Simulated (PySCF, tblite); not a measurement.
# As18H12: electronic excitations, NMR shifts

What do calculations give for the electronic excitations, NMR shifts of As18H12?

Programs: tblite 0.8.0 and PySCF 2.14.0, with routines of our own; each step states its level. All values are computed. Atoms count from 0.

### 1 The starting structure

30 atoms, charge 0, multiplicity 1; geometry from: force field, distance geometry or constructed start.

### 2 Relaxing the molecule with GFN2-xTB

What the job is given:

```
{"job": {"kind": "relax", "xc": "GFN2-xTB", "basis": "xTB"}, "charge": 0, "multiplicity": 1}
As     0.004900     1.033800    -0.701600
As    -1.796900     2.073800     0.693100
As    -3.582300     1.033300    -0.699000
As    -3.588200    -1.031200     0.693800
As    -1.794700    -2.072400    -0.696600
As    -0.003300    -1.036100     0.697400
As     3.587600     1.037300    -0.703300
As     1.797100     2.073900     0.701500
As     1.796400    -2.073300    -0.700400
As     3.584700    -1.036400     0.701600
As     7.172900     1.034400    -0.702100
As     5.378700     2.069200     0.700000
As     5.377800    -2.070500    -0.695000
As     7.177200    -1.036200     0.697300
As    -5.383400     2.076300     0.700200
As    -7.176900     1.036200    -0.693700
As    -7.174600    -1.033700     0.700900
As    -5.382300    -2.074600    -0.701000
H     -1.794300     3.332300    -0.148700
H     -1.790900    -3.329600     0.153900
H      1.791400     3.334300    -0.149700
H      1.792800    -3.329000     0.151000
H      8.268900     1.669900     0.157800
H      5.377000     3.326200    -0.152700
H      5.381700    -3.327900     0.152100
H      8.259400    -1.666200    -0.148700
H     -5.380500     3.332800    -0.151900
H     -8.266100     1.665900     0.152400
H     -8.264900    -1.664900    -0.153200
H     -5.380100    -3.330100     0.154600
```

Run with:

```console
> OMP_NUM_THREADS=8 python large_run.py task.json out
```

One launch serves the whole session: the jobs run in the order shown.

Output:

```text
step      E/eV     max force
  0   -1333.66384    0.928
  1   -1333.80998    0.715
  2   -1333.99728    0.200
  3   -1334.00277    0.158
  4   -1334.02253    0.177
  5   -1334.03774    0.224
  6   -1334.05258    0.235
  7   -1334.06472    0.201
  8   -1334.07484    0.147
  9   -1334.08020    0.098
 10   -1334.08288    0.115
 11   -1334.08534    0.112
 12   -1334.08838    0.084
 13   -1334.09179    0.106
 14   -1334.09500    0.097
 15   -1334.09770    0.082
 16   -1334.09999    0.084
 17   -1334.10193    0.080
 18   -1334.10345    0.072
 19   -1334.10508    0.066
 20   -1334.10764    0.079
 21   -1334.11140    0.098
 22   -1334.11504    0.087
 23   -1334.11695    0.066
 24   -1334.11761    0.034
 25   -1334.11788    0.030
 26   -1334.11813    0.027
 27   -1334.11834    0.026
 28   -1334.11854    0.025
 29   -1334.11879    0.026
 30   -1334.11909    0.024
 31   -1334.11933    0.015
```

It took 3.6 s on 8 threads of Arm Neoverse V1, shared host; peak memory 0.16 GiB.

Step by step:

| step | energy from step 0 (eV) | largest force (eV/Å) |
| --- | --- | --- |
| 0 | 0.0000 | 0.9283 |
| 1 | -0.1461 | 0.7150 |
| 2 | -0.3334 | 0.2001 |
| 3 | -0.3389 | 0.1578 |
| 4 | -0.3587 | 0.1764 |
| 5 | -0.3739 | 0.2240 |
| 6 | -0.3887 | 0.2359 |
| 7 | -0.4009 | 0.2015 |
| 8 | -0.4110 | 0.1476 |
| 9 | -0.4164 | 0.0974 |
| 11 | -0.4215 | 0.1119 |
| 13 | -0.4280 | 0.1053 |
| 14 | -0.4312 | 0.0969 |
| 16 | -0.4361 | 0.0847 |
| 18 | -0.4396 | 0.0717 |
| 20 | -0.4438 | 0.0789 |
| 21 | -0.4476 | 0.0978 |
| 23 | -0.4531 | 0.0663 |
| 25 | -0.4540 | 0.0294 |
| 27 | -0.4545 | 0.0258 |
| 28 | -0.4547 | 0.0244 |
| 29 | -0.4550 | 0.0255 |
| 30 | -0.4552 | 0.0242 |
| 31 | -0.4555 | 0.0152 |

Distances of close pairs at the start and the end, largest changes first:

```
     bond  before (Å)  after (Å)  change (Å)
As16–As17       2.502      2.435      -0.067
As10–As11       2.501      2.436      -0.065
As10–As13       2.499      2.434      -0.065
As12–As13       2.499      2.436      -0.063
As14–As15       2.498      2.435      -0.063
As15–As16       2.496      2.434      -0.062
 As2–As14       2.508      2.463      -0.045
  As0–As1       2.505      2.465      -0.039
```

The end geometry stands in the next job.

### 3 Electronic excitations: TDDFT B3LYP/def2-SVP

What the job is given:

```
{"job": {"kind": "uv", "basis": "def2-SVP", "grid": 1, "kgrid": 0, "vcut": 1.5, "nstates": 8, "ntriplets": 3, "tda": false, "delta": ["ip_vertical"], "pop": true, "xc": "B3LYP"}, "charge": 0, "multiplicity": 1}
As    -0.000579     1.094000    -0.604468
As    -1.828009     2.092657     0.714873
As    -3.645102     1.086762    -0.616000
As    -3.644854    -1.085509     0.616370
As    -1.828164    -2.090690    -0.715466
As    -0.000485    -1.093398     0.604355
As     3.644236     1.087078    -0.615801
As     1.826944     2.091862     0.715050
As     1.827494    -2.090755    -0.715315
As     3.644345    -1.086247     0.616340
As     7.282084     1.052024    -0.611478
As     5.489527     2.098808     0.662749
As     5.490151    -2.098311    -0.661520
As     7.281509    -1.051061     0.614091
As    -5.490894     2.098958     0.661863
As    -7.282992     1.051877    -0.612229
As    -7.282545    -1.051085     0.613824
As    -5.491045    -2.097002    -0.661718
H     -1.824726     3.347429    -0.185545
H     -1.825152    -3.345707     0.184085
H      1.824849     3.347070    -0.184308
H      1.823876    -3.346040     0.184128
H      8.348954     1.639995     0.329118
H      5.477155     3.325380    -0.272480
H      5.476651    -3.325036     0.273765
H      8.349333    -1.639705    -0.326466
H     -5.477401     3.325764    -0.273222
H     -8.349068     1.641254     0.329096
H     -8.349374    -1.639398    -0.326829
H     -5.477529    -3.323837     0.273041
```

Method: TDDFT B3LYP/def2-SVP, vertical, gas phase, core orbitals frozen in the response, virtual orbitals cut by energy.

Output:

```text
start: PBE on a coarse grid of 155904 points
cycle   1  E = -40242.2976438396  dE = -1.147e+01  |g| = 1.029e+00  |ddm| = 6.797e+00
cycle   2  E = -40242.2956159254  dE =  2.028e-03  |g| = 9.681e-01  |ddm| = 1.279e+00
cycle   3  E = -40242.3674577051  dE = -7.184e-02  |g| = 2.465e-01  |ddm| = 9.494e-01
cycle   4  E = -40242.3894460287  dE = -2.199e-02  |g| = 5.516e-02  |ddm| = 4.598e-01
cycle   5  E = -40242.3903024614  dE = -8.564e-04  |g| = 1.630e-02  |ddm| = 1.134e-01
cycle   6  E = -40242.3903835805  dE = -8.112e-05  |g| = 6.889e-03  |ddm| = 3.581e-02
final grid: 155904 points
cycle   7  E = -40249.0856403699  dE = -1.040e-02  |g| = 1.463e-01  |ddm| = 4.663e-01
cycle   8  E = -40249.0852024491  dE =  4.379e-04  |g| = 1.380e-01  |ddm| = 2.297e-01
cycle   9  E = -40249.0873564512  dE = -2.154e-03  |g| = 3.180e-02  |ddm| = 1.509e-01
cycle  10  E = -40249.0876877254  dE = -3.313e-04  |g| = 2.562e-03  |ddm| = 5.171e-02
cycle  11  E = -40249.0876896732  dE = -1.948e-06  |g| = 1.168e-03  |ddm| = 4.991e-03
cycle  12  E = -40249.0876928195  dE = -3.146e-06  |g| = 4.493e-04  |ddm| = 2.132e-03
cycle  13  E = -40249.0877004204  dE = -7.601e-06  |g| = 1.582e-04  |ddm| = 8.972e-04
cycle  14  E = -40249.0876907194  dE =  9.701e-06  |g| = 4.528e-05  |ddm| = 3.037e-04
converged SCF energy = -40249.0876907194
Vertical ionisation energy (delta-SCF) = 6.8573 eV   <S^2> = 0.753

Static polarisability (au): isotropic 634.395, principal 319.495 532.579 1051.110

Singlet excitations
state   eV       nm        f      main configurations
  1   3.0015    413.1   0.00000   H->L 0.98
  2   3.0854    401.8   0.00403   H-1->L 0.97
  3   3.3380    371.4   0.00000   H-2->L 0.94
  4   3.4877    355.5   0.05399   H->L+1 0.94
  5   3.5480    349.4   0.00000   H-1->L+1 0.92
  6   3.5782    346.5   0.00013   H->L+2 0.94
  7   3.6361    341.0   0.02000   H->L+4 0.94
  8   3.6427    340.4   0.00000   H->L+3 0.93

Triplet excitations (Tamm-Dancoff, eV): 2.7733 2.8938 3.1356
```

Wall time 6.4 min (8 threads of Arm Neoverse V1, shared host); peak memory 5.2 GiB.

Frontier orbitals and where they lie:

```
orbital     eV                            atoms
 HOMO−4  -6.49  As10 15 %, As13 15 %, As15 15 %
 HOMO−3  -6.43     As8 11 %, As7 11 %, As4 11 %
 HOMO−2  -6.08     As0 11 %, As5 11 %, As10 8 %
 HOMO−1  -5.83     As2 12 %, As3 12 %, As6 12 %
   HOMO  -5.78      As0 14 %, As5 14 %, As7 8 %
   LUMO  -2.15        As5 8 %, As0 8 %, As8 7 %
 LUMO+1  -1.67        As5 9 %, As0 9 %, As6 6 %
 LUMO+2  -1.56        As8 8 %, As1 8 %, As4 8 %
 LUMO+3  -1.53        As1 8 %, As8 8 %, As7 8 %
```

With each of the 8 states as a Gaussian band of 0.4 eV half-width at 1/e, the curve within the window shown has maxima at 352 nm (ε 3,000) L/(mol cm). Beyond the last state computed it falls off for lack of states. The curve at chosen wavelengths:

| nm | ε (L/mol/cm) |
| --- | --- |
| 314 | 1053 |
| 322 | 1609 |
| 330 | 2173 |
| 338 | 2635 |
| 346 | 2910 |
| 354 | 2965 |
| 362 | 2816 |
| 370 | 2521 |
| 378 | 2145 |
| 386 | 1750 |
| 394 | 1379 |
| 402 | 1058 |
| 410 | 795 |
| 419 | 565 |
| 427 | 413 |
| 435 | 299 |
| 443 | 216 |
| 451 | 156 |
| 459 | 112 |
| 467 | 80 |
| 475 | 58 |
| 483 | 41 |
| 491 | 29 |
| 499 | 21 |
| 507 | 15 |
| 515 | 11 |

Ground-state properties from the same run:

| property | computed |
| --- | --- |
| dipole moment (D) | 0.00 |
| polarisability (Å³) | 94.01 |
| HOMO–LUMO gap (eV) | 3.63 |
| −ε(HOMO) (eV) | 5.78 |

### 4 NMR shifts: GIAO B97-D/pcSseg-1

The job, as its differences from that of step 3:

```diff
@@ -1,2 +1,2 @@
-{"job": {"kind": "uv", "basis": "def2-SVP", "grid": 1, "kgrid": 0, "vcut": 1.5, "nstates": 8, "ntriplets": 3, "tda": false, "delta": ["ip_vertical"], "pop": true, "xc": "B3LYP"}, "charge": 0, "multiplicity": 1}
+{"job": {"kind": "nmr", "basis": "pcSseg-1", "pop": false, "xc": "B97-D"}, "charge": 0, "multiplicity": 1}
 As    -0.000579     1.094000    -0.604468
```

Method: GIAO B97-D/pcSseg-1 NMR shielding, non-relativistic, gas phase.

Output:

```text
start: PBE on a coarse grid of 155904 points
cycle   1  E = -40242.8681907913  dE = -1.288e+01  |g| = 3.260e+00  |ddm| = 7.199e+00
cycle   2  E = -40242.8145944740  dE =  5.360e-02  |g| = 2.890e+00  |ddm| = 2.413e+00
cycle   3  E = -40243.2740863102  dE = -4.595e-01  |g| = 3.632e-01  |ddm| = 1.881e+00
cycle   4  E = -40243.2551157517  dE =  1.897e-02  |g| = 3.478e-01  |ddm| = 9.034e-01
cycle   5  E = -40243.2957096799  dE = -4.059e-02  |g| = 3.740e-02  |ddm| = 5.485e-01
cycle   6  E = -40243.2960820499  dE = -3.724e-04  |g| = 1.694e-02  |ddm| = 8.402e-02
cycle   7  E = -40243.2961656318  dE = -8.358e-05  |g| = 4.851e-03  |ddm| = 3.064e-02
final grid: 287603 points
cycle   8  E = -40269.5986750449  dE =  8.083e-03  |g| = 1.150e+00  |ddm| = 1.374e+00
cycle   9  E = -40269.5688526357  dE =  2.982e-02  |g| = 1.302e+00  |ddm| = 1.596e+00
cycle  10  E = -40269.6738192362  dE = -1.050e-01  |g| = 8.410e-02  |ddm| = 9.233e-01
cycle  11  E = -40269.6761040337  dE = -2.285e-03  |g| = 2.519e-02  |ddm| = 1.449e-01
cycle  12  E = -40269.6762657463  dE = -1.617e-04  |g| = 1.281e-02  |ddm| = 5.390e-02
cycle  13  E = -40269.6763176282  dE = -5.188e-05  |g| = 1.786e-03  |ddm| = 1.959e-02
cycle  14  E = -40269.6763204163  dE = -2.788e-06  |g| = 8.967e-04  |ddm| = 3.547e-03
cycle  15  E = -40269.6763176079  dE =  2.808e-06  |g| = 2.439e-04  |ddm| = 1.607e-03
cycle  16  E = -40269.6763149744  dE =  2.634e-06  |g| = 1.113e-04  |ddm| = 5.000e-04
cycle  17  E = -40269.6763157252  dE = -7.507e-07  |g| = 4.315e-05  |ddm| = 2.218e-04
converged SCF energy = -40269.6763157252

GIAO shielding tensors (ppm)
atom      isotropic    diamagn.    paramagn.     s11        s22        s33       span
  0 As    1071.796    2874.102   -1802.306    982.844   1003.883   1228.660    245.817
  1 As    1334.075    2874.973   -1540.898   1064.096   1433.008   1505.122    441.027
  2 As    1086.002    2874.491   -1788.489    990.111   1009.134   1258.762    268.651
  3 As    1086.200    2874.489   -1788.289    990.454   1009.252   1258.895    268.440
  4 As    1334.498    2874.973   -1540.475   1064.038   1433.702   1505.755    441.717
  5 As    1071.818    2874.103   -1802.286    983.054   1003.449   1228.950    245.896
  6 As    1085.851    2874.489   -1788.638    989.806   1009.163   1258.585    268.779
  7 As    1334.341    2874.968   -1540.627   1064.234   1433.290   1505.498    441.264
  8 As    1334.281    2874.973   -1540.692   1063.840   1433.347   1505.655    441.815
  9 As    1085.816    2874.495   -1788.679    989.925   1009.091   1258.432    268.507
 10 As    1449.403    2874.530   -1425.128   1293.181   1463.909   1591.119    297.939
 11 As    1400.797    2875.857   -1475.059   1190.985   1450.029   1561.378    370.394
 12 As    1400.536    2875.868   -1475.332   1191.034   1449.929   1560.645    369.611
 13 As    1448.874    2874.519   -1425.645   1292.872   1463.044   1590.705    297.833
 14 As    1400.525    2875.871   -1475.346   1190.914   1450.133   1560.528    369.613
 15 As    1449.468    2874.526   -1425.058   1293.268   1463.856   1591.281    298.013
 16 As    1449.855    2874.535   -1424.680   1293.783   1464.180   1591.602    297.819
 17 As    1400.990    2875.867   -1474.877   1190.906   1450.517   1561.546    370.640
 18 H       27.419      29.022      -1.603     18.790     26.242     37.225     18.435
 19 H       27.422      29.028      -1.605     18.790     26.245     37.232     18.441
 20 H       27.422      29.027      -1.604     18.789     26.246     37.232     18.443
 21 H       27.420      29.024      -1.604     18.788     26.246     37.227     18.439
 22 H       27.567      28.447      -0.880     20.281     22.527     39.892     19.611
 23 H       27.554      28.318      -0.764     19.596     24.750     38.316     18.720
 24 H       27.552      28.317      -0.765     19.598     24.748     38.311     18.713
 25 H       27.555      28.423      -0.868     20.272     22.523     39.870     19.599
 26 H       27.553      28.319      -0.766     19.596     24.751     38.311     18.716
 27 H       27.562      28.432      -0.871     20.275     22.527     39.883     19.607
 28 H       27.566      28.445      -0.879     20.280     22.526     39.892     19.612
 29 H       27.555      28.322      -0.767     19.596     24.752     38.316     18.720
```

Wall time 19 s (8 threads of Arm Neoverse V1, shared host); peak memory 2.6 GiB.

The references, computed at this level on geometries of the same kind, shield at (ppm): $^{1}$H TMS 31.85. Their shielding less the atom's gives the shift. The references are single molecules in the gas phase. Atoms listed in one row are averaged.

```csv
atoms,environment,σ (ppm),δ (ppm)
"H18, H19, H20, H21",hydrogen on an arsenic bonded to 2 As,27.42,4.43
"H23, H24, H26, H29",hydrogen on an arsenic bonded to 2 As,27.55,4.30
"H22, H25, H27, H28",hydrogen on an arsenic bonded to 2 As,27.56,4.29
"As0, As5",arsenic bonded to 3 As,1072,–
"As2, As3, As6, As9",arsenic bonded to 3 As,1086,–
"As1, As4, As7, As8","arsenic bonded to 2 As, H",1334,–
"As11, As12, As14, As17","arsenic bonded to 2 As, H",1401,–
"As10, As13, As15, As16","arsenic bonded to 2 As, H",1449,–
```

Ring of atoms As0, As1, As2, As3, As4, As5: NICS(0) -3.8, NICS(1) -2.5, NICS(1)zz 11.1 ppm (means of both faces).

Ring of atoms As2, As3, As14, As15, As16, As17: NICS(0) -3.9, NICS(1) -2.5, NICS(1)zz 10.2 ppm (means of both faces).

### 5 Results

| quantity | value |
| --- | --- |
| lowest singlet (B3LYP/def2-SVP) | 3.00 eV (413 nm), f = 0.000 |
| brightest single state of those computed | state 4, 3.49 eV, f = 0.054 |
| lowest triplet | 2.77 eV |
| $^{1}$H shifts against TMS (B97-D/pcSseg-1, means over atoms taken as alike) | 4.43, 4.30, 4.29 ppm |
| shieldings of As (B97-D/pcSseg-1, a mean where the table joins atoms) | As0 1071.8, As2 1086.0, As1 1334.3, As11 1400.7, As10 1449.4 ppm |

In words: The first singlet state (HOMO→LUMO 0.98) lies at 3.00 eV and is dark; of the 8 states computed, the strongest absorption comes from state 4 at 3.49 eV. The lowest triplet lies 0.23 eV below the lowest singlet (triplets in Tamm-Dancoff, singlets in full TDDFT). At B97-D/pcSseg-1: Shielding is most anisotropic at As1, As4, As7, As8 (span 441 ppm, paramagnetic term -1541 ppm).
